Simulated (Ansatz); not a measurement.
**RPA@PBE0/def2-TZVP run of SiNH4 (SMILES [NH][SiH3])**

Aim: the electronic atomisation energy of SiNH4 at RPA@PBE0/def2-TZVP, from 4 runs. 

The calculation is run with Ansatz 0.2.0.

43 further runs of the same task are left out: 43 set aside as unsound or not needed.

**1. The system as given**

SiNH4: 6 atoms, total charge 0, spin state doublet. As SMILES, `[NH][SiH3]`. The shape is that of a PBE0-D4/def2-TZVP optimisation.

Bond lengths: N1–Si2 1.753 Å, N1–H3 1.023 Å, Si2–H4 1.491 Å, Si2–H5 1.491 Å, Si2–H6 1.481 Å. Angles: N1–Si2–H4 110.8°, N1–Si2–H5 109.1°, N1–Si2–H6 109.3°, Si2–N1–H3 111.9°, H4–Si2–H5 108.6°, H4–Si2–H6 109.5°, H5–Si2–H6 109.5°.

**2. The energy at RPA@PBE0/def2-TZVP**

The input, in.yaml:

```yaml
crystal:
  periodic: [false, false, false]
  atoms:
    - {symbol: N, position_ang: [0.592100, -0.835200, 0.909500]}
    - {symbol: Si, position_ang: [-0.203700, 0.347600, -0.110000]}
    - {symbol: H, position_ang: [0.922800, -1.640700, 0.372700]}
    - {symbol: H, position_ang: [-1.310600, -0.282300, -0.885500]}
    - {symbol: H, position_ang: [0.789500, 0.911800, -1.068900]}
    - {symbol: H, position_ang: [-0.748100, 1.434800, 0.736200]}
basis:
  gaussian:
    orbitals: def2-TZVP
hamiltonian:
  xc: pbe0
correlation:
  method: rpa
  frozen_orbitals: {H: 0, "N": 1, Si: 5}
accuracy: high
magnetization:
  spin_polarized: true
  initial_magnetization: 1
```

The run is started by

```bash
ansatz run in.yaml --threads 1 --pin off --max-ram 3480MiB --events-out events.jsonl --progress --plain --runs-dir runs
```

Output:

```text
Warning: RAYON_NUM_THREADS=1 ignored (pool sized by the plan → 1); use --threads N
Functional definition: PBE0
  name "PBE0"
  parameter a = 0.25
  parameter kappa = 0.804
  parameter beta = 0.06672455060314922
  exchange = (1 - a)*pbe_x(kappa = kappa, mu = beta*pi^2/3) + a*exact_x
  correlation = pbe_c(beta = beta)
1669 factors; integrals over basis functions are off by at most 3.6e-9 eV
mean field evaluation 1: about -9421.8602 eV, gradient 3.3e1 eV
mean field evaluation 2: about -9421.8814 eV, gradient 3.3e1 eV
mean field evaluation 4: about -9426.6322 eV, gradient 2.7e0 eV
mean field evaluation 8: about -9426.7181 eV, gradient 9.1e-2 eV
mean field evaluation 16: about -9426.7182 eV, gradient 1.5e-4 eV
mean field evaluation 32: about -9425.9837 eV, gradient 6.2e0 eV
mean field -9426.71819923 eV, -346.4255041627 hartree, gradient 7.8e-8 eV, S^2 0.754235; 2 other end points of the search recorded, 0 dependent functions left out
6 core orbitals not correlated: weight in the atoms' cores, before any rotation towards them, 1.000 or more for the frozen orbitals, at most 0.000 for the correlated occupied ones
reference -9406.78378277 eV, -345.6929278696 hartree; 7, 6 occupied and 79, 80 virtual orbitals, 1669 factors
Total energy: -9420.18508655 eV, -346.1854166999 hartree
```

Wall time 12 s (1 thread of Arm Neoverse V2, shared host); peak memory 0.32 GiB.

**3. The H atom at the same level**

The input, in.yaml:

```yaml
crystal:
  periodic: [false, false, false]
  atoms:
    - {symbol: H, position_ang: [0.000000, 0.000000, 0.000000]}
basis:
  gaussian:
    orbitals: def2-TZVP
magnetization:
  spin_polarized: true
  initial_magnetization: 1
hamiltonian:
  xc: pbe0
correlation:
  method: rpa
  frozen_orbitals: {H: 0}
accuracy: high
```

Run the same way, it converges to -0.51228 Eh (log not shown).

**4. The N atom at the same level**

The input, job.yaml:

```yaml
crystal:
  periodic: [false, false, false]
  atoms:
    - {symbol: "N", position_ang: [0.000000, 0.000000, 0.000000]}
basis:
  gaussian: {orbitals: def2-TZVP}
total_charge: 0
magnetization: {spin_polarized: true, initial_magnetization: 3}
hamiltonian: {xc: pbe0}
correlation: {method: rpa, frozen_orbitals: {"N": 1}}
accuracy: high
```

The run is started by

```bash
ansatz run job.yaml --threads 1 --pin off --max-ram 3480MiB --events-out events.jsonl --progress --plain --runs-dir runs
```

Output, cut to the lines that bear on the results:

```text
Warning: RAYON_NUM_THREADS=1 ignored (pool sized by the plan → 1); use --threads N
[... 2 set-up lines as earlier in the session ...]
[...]
312 factors; integrals over basis functions are off by at most 3.3e-9 eV
[...]
mean field -1484.21295002 eV, -54.5438198774 hartree, gradient 1.5e-8 eV, S^2 3.752998; 0 other end points of the search recorded, 0 dependent functions left out
1 core orbitals not correlated: weight in the atoms' cores, before any rotation towards them, 1.000 or more for the frozen orbitals, at most 0.000 for the correlated occupied ones
reference -1480.31360101 eV, -54.4005214444 hartree; 4, 1 occupied and 26, 29 virtual orbitals, 312 factors
Total energy: -1485.09674776 eV, -54.5762988454 hartree
```

Run time: 0.46 s. Hardware: 1 thread of Arm Neoverse V2, shared host.

**5. The Si atom**

The input, molecule.yaml:

```yaml
crystal:
  periodic: [false, false, false]
  atoms:
    - {symbol: Si, position_ang: [0.000000, 0.000000, 0.000000]}
basis:
  gaussian: {orbitals: def2-TZVP}
magnetization: {spin_polarized: true, initial_magnetization: 2}
hamiltonian: {xc: {name: PBE0}}
correlation: {method: rpa, frozen_orbitals: {Si: 5}}
accuracy: high
```

Run the same way, it converges to -288.96498 Eh (log not shown).

**6. Results**

Level: RPA@PBE0/def2-TZVP, 6 core orbitals frozen.

| quantity | value |
| --- | --- |
| molecule: total energy | -346.18542 Eh |
| molecule: RPA correlation energy (valence) | -492.5 mEh |
| molecule: ⟨S²⟩ of the reference determinant | 0.754 |
| H atom: total energy | -0.51228 Eh |
| H atom: RPA correlation energy | -12.7 mEh |
| H atom: ⟨S²⟩ of the reference determinant | 0.750 |
| N atom: total energy | -54.57630 Eh |
| N atom: RPA correlation energy (valence) | -175.8 mEh |
| N atom: ⟨S²⟩ of the reference determinant | 3.753 |
| Si atom: total energy | -288.96498 Eh |
| Si atom: RPA correlation energy (valence) | -118.6 mEh |
| Si atom: ⟨S²⟩ of the reference determinant | 2.006 |
| electronic atomisation energy | 16.191 eV |

**Reading.** Taking the molecule apart into free atoms costs 16.19 eV (373 kcal/mol), before zero-point energy and without spin-orbit coupling.
